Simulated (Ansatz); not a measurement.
# CrRh3: the cost of one run

Program: Ansatz 0.2.0. Level of theory: DFT LDA, with the methods named in each step. These are calculated values, not measurements.

### 1 The starting structure

Symmetry: Pm-3m, No. 221, cubic system. Conventional cell: a = 3.791 Å, b = 3.791 Å, c = 3.791 Å, α = 90.00°, β = 90.00°, γ = 90.00°. Cr (site symmetry m-3m) is surrounded by 12 Rh at 2.68 Å. Rh (site symmetry 4/mmm) has 4 Cr at 2.68 Å and 8 Rh at 2.68 Å in its first shell of neighbours.

Coordinates:

```cif
data_structure
_symmetry_space_group_name_H-M 'Pm-3m'
_symmetry_Int_Tables_number 221
_cell_length_a 3.7906
_cell_length_b 3.7906
_cell_length_c 3.7906
_cell_angle_alpha 90.000
_cell_angle_beta 90.000
_cell_angle_gamma 90.000
_cell_volume 54.46
loop_
_atom_site_label
_atom_site_type_symbol
_atom_site_symmetry_multiplicity
_atom_site_Wyckoff_symbol
_atom_site_fract_x
_atom_site_fract_y
_atom_site_fract_z
_atom_site_occupancy
Cr1 Cr 1 a 0.00000 0.00000 0.00000 1
Rh1 Rh 3 c 0.00000 0.50000 0.50000 1
```

The file gives the conventional cell by its symmetry; the runs use the cell typed in the input.

Atoms are numbered in the order of the input: Cr1, Rh2, Rh3, Rh4.

### 2 Free moments, LAPW

Contents of input.yaml:

```yaml
crystal:
  lattice:
    - [3.7905530633, 0.0, 0.0]
    - [0.0, 3.7905530633, 0.0]
    - [0.0, 0.0, 3.7905530633]
  atoms:
    - { symbol: Cr, position: [0.0, 0.0, 0.0], spin: 1.6 }
    - { symbol: Rh, position: [0.0, 0.5, 0.5], spin: -0.2 }
    - { symbol: Rh, position: [0.5, 0.5, 0.0], spin: -0.2 }
    - { symbol: Rh, position: [0.5, 0.0, 0.5], spin: -0.2 }
magnetization:
  spin_polarized: true
kpoints:
  mp_grid: { grid: [8, 8, 8] }
scf:
  occupations: { method: fermi_dirac, width: 0.05 }
  lower_state_search: "off"
hamiltonian:
  xc: lda
  pseudopotentials: { kind: all_electron, lapw: { basis_error: 0.001 } }
output:
  forces: true
  stress: true
  eigenvalues: false
  populations: true
  dos: { projected: true, de: 0.1, e_range: [-8, 5] }
```

Command:

```sh
ansatz run input.yaml --threads 2 --pin off --max-ram 6144MiB --backend cpu --events-out ev --progress --plain --runs-dir out
```

Q: Estimate wall time and peak memory on 2 threads of Arm Neoverse V1, shared host.

About 1.7 min, with a peak of 0.83 GiB.
